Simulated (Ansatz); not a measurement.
# CoN (triplet): wave-function methods side by side, def2-TZVPP

One table from this session's results is given with a row withheld; the runs are named, their logs left out.

Computed with Ansatz 0.2.0, Gaussian basis. Level: def2-TZVPP, core rule «outside noble gas», up to 10 orbitals frozen.

The runs, in order: UHF; ROHF; CCSD(T) on UHF.

2 further runs of the same task are left out: 2 set aside as unsound or not needed.

## The geometry

The geometry is a PBE0/def2-TZVP stationary point (not a proven minimum).

2 atoms, charge 0, spin multiplicity 3.

Atoms are counted from 1 here; the program's logs count them from 0.

Bond lengths: Co1–N2 1.662 Å.

Set-up of the first run:

Contents of in.yaml:

```yaml
crystal:
  periodic: [false, false, false]
  atoms:
    - {symbol: Co, position_ang: [0.000000, 0.000000, 0.000000]}
    - {symbol: N, position_ang: [0.000000, 0.000000, 1.662400]}
basis:
  gaussian: {orbitals: def2-TZVPP}
magnetization: {spin_polarized: true, initial_magnetization: 2}
hamiltonian: {xc: hf}
output: {orbitals: {seedname: orbitals}}
```

Launch:

```sh
$ ansatz run in.yaml --threads 1 --pin off --events-out ev --progress --plain --max-ram 2560MiB --backend cpu
```

Among the steps run: UHF; ROHF; CCSD(T) on UHF.

One of the session's tables, all rows but one given; the rest of the session is left out.

It belongs to the step «Misses and costs». 

```
  method  from UCCSD(T) (meV)
    ROHF             +16753.2
    UMP2              +3245.9
   UCCSD                    ?
UCCSD(T)                    0
```

Q: Estimate the row for UCCSD from the others.

As computed: from UCCSD(T) (meV): +1220.6. In the column «from UCCSD(T) (meV)» it lies between UCCSD(T) (0) and UMP2 (+3245.9).

Left out of the table: UHF (another determinant or state than the rows shown).

The program flags UCCSD(T) as in doubt (see the logs), so the zero of the table is itself unsure.

Limits of these values: The determinant is far from a pure spin state, so its energy mixes those of several spin states (harmless only where they are near-degenerate, as at dissociation). The program flags UCCSD(T) as in doubt, so the zero of the table is itself unsure. Warnings: spin contamination; coupled cluster took another determinant than the lowest.
